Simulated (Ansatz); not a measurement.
**C4H12ClNSi: a dynamics run in two tries**

Wanted: a short trajectory, and a check that the input is sound. SMILES of the start: CN(C)[Si](C)(C)Cl.

Method: RKS r2SCAN-D4/STO-3G, in Ansatz 0.2.0.

### Step 1. The structure to begin with

Bond lengths (14 of 18 bonds, heavy atoms first): Si1–Cl2 2.121 Å, Si1–C3 1.868 Å, Si1–C7 1.876 Å, Si1–N11 1.759 Å, N11–C12 1.493 Å, N11–C16 1.492 Å, C3–H4 1.095 Å, C3–H5 1.096 Å, C3–H6 1.096 Å, C7–H8 1.095 Å, C7–H9 1.095 Å, C7–H10 1.096 Å, C12–H13 1.103 Å, C12–H14 1.112 Å. Angles (14 of 33 angles, heavy atoms first): Cl2–Si1–C3 108.8°, Cl2–Si1–C7 105.1°, Cl2–Si1–N11 105.1°, C3–Si1–C7 112.2°, C3–Si1–N11 110.2°, C7–Si1–N11 114.9°, Si1–N11–C12 115.3°, Si1–N11–C16 117.2°, C12–N11–C16 110.8°, Si1–C3–H4 111.2°, Si1–C3–H5 111.1°, Si1–C3–H6 110.3°, Si1–C7–H8 111.4°, Si1–C7–H9 110.7°.

Structure file:

```xyz
19

Si    0.1301   -0.1382    0.0049
Cl    0.4810   -0.2897    2.0913
C     1.7612    0.1427   -0.8614
H     2.4006   -0.7443   -0.8004
H     1.6085    0.3855   -1.9193
H     2.2984    0.9781   -0.3994
C    -1.0369    1.3177   -0.1895
H    -1.9415    1.1871    0.4134
H    -0.5518    2.2469    0.1280
H    -1.3390    1.4336   -1.2370
N    -0.5430   -1.6956   -0.4594
C    -1.9297   -1.9614    0.0252
H    -1.9951   -1.6945    1.0939
H    -2.7126   -1.3983   -0.5280
H    -2.1541   -3.0379   -0.0795
C    -0.3922   -2.1058   -1.8857
H    -1.0469   -1.5432   -2.5876
H     0.6544   -1.9700   -2.2040
H    -0.6468   -3.1767   -1.9821
```

### Step 2. The run

The input, input.yaml:

```yaml
crystal:
  periodic: [false, false, false]
  atoms:
    - { symbol: Si, position_ang: [0.130143, -0.138226, 0.004929] }
    - { symbol: Cl, position_ang: [0.480982, -0.289739, 2.091304] }
    - { symbol: C, position_ang: [1.761218, 0.142668, -0.861433] }
    - { symbol: H, position_ang: [2.400601, -0.744303, -0.800397] }
    - { symbol: H, position_ang: [1.608476, 0.385541, -1.919257] }
    - { symbol: H, position_ang: [2.298449, 0.978145, -0.399388] }
    - { symbol: C, position_ang: [-1.036949, 1.317695, -0.189519] }
    - { symbol: H, position_ang: [-1.941453, 1.1871, 0.413415] }
    - { symbol: H, position_ang: [-0.551769, 2.246931, 0.127994] }
    - { symbol: H, position_ang: [-1.338993, 1.433561, -1.237029] }
    - { symbol: "N", position_ang: [-0.54295, -1.695561, -0.459399] }
    - { symbol: C, position_ang: [-1.929729, -1.961393, 0.025196] }
    - { symbol: H, position_ang: [-1.99515, -1.694536, 1.093925] }
    - { symbol: H, position_ang: [-2.712571, -1.398251, -0.528007] }
    - { symbol: H, position_ang: [-2.154096, -3.037943, -0.079505] }
    - { symbol: C, position_ang: [-0.3922, -2.105772, -1.88565] }
    - { symbol: H, position_ang: [-1.046948, -1.543228, -2.587557] }
    - { symbol: H, position_ang: [0.654351, -1.969991, -2.20398] }
    - { symbol: H, position_ang: [-0.646813, -3.176697, -1.982142] }
basis:
  gaussian: { orbitals: STO-3G }
hamiltonian:
  xc: r2scan
  dispersion: d4
md:
  timestep: 0.5
  n_steps: 25
  ensemble: npt_langevin
  temperature: 300.0
  initial_velocities: maxwell_boltzmann
  seed: 148326
  friction: 0.001
  pressure: 1.0
```

Run with:

```sh
$ ansatz run input.yaml --threads 2 --pin off --max-ram 3072MiB --backend cpu --events-out ev --progress --plain --runs-dir out
```

Q: Predict the outcome of this session. Wanted: first try.

**Answer**, as computed:

| quantity | value |
| --- | --- |
| first try | refused |
| cause | a barostat needs a periodic cell, and a molecule in free space has none |

**Reading.** The fault in the first input was caught at the input check and cost nothing.
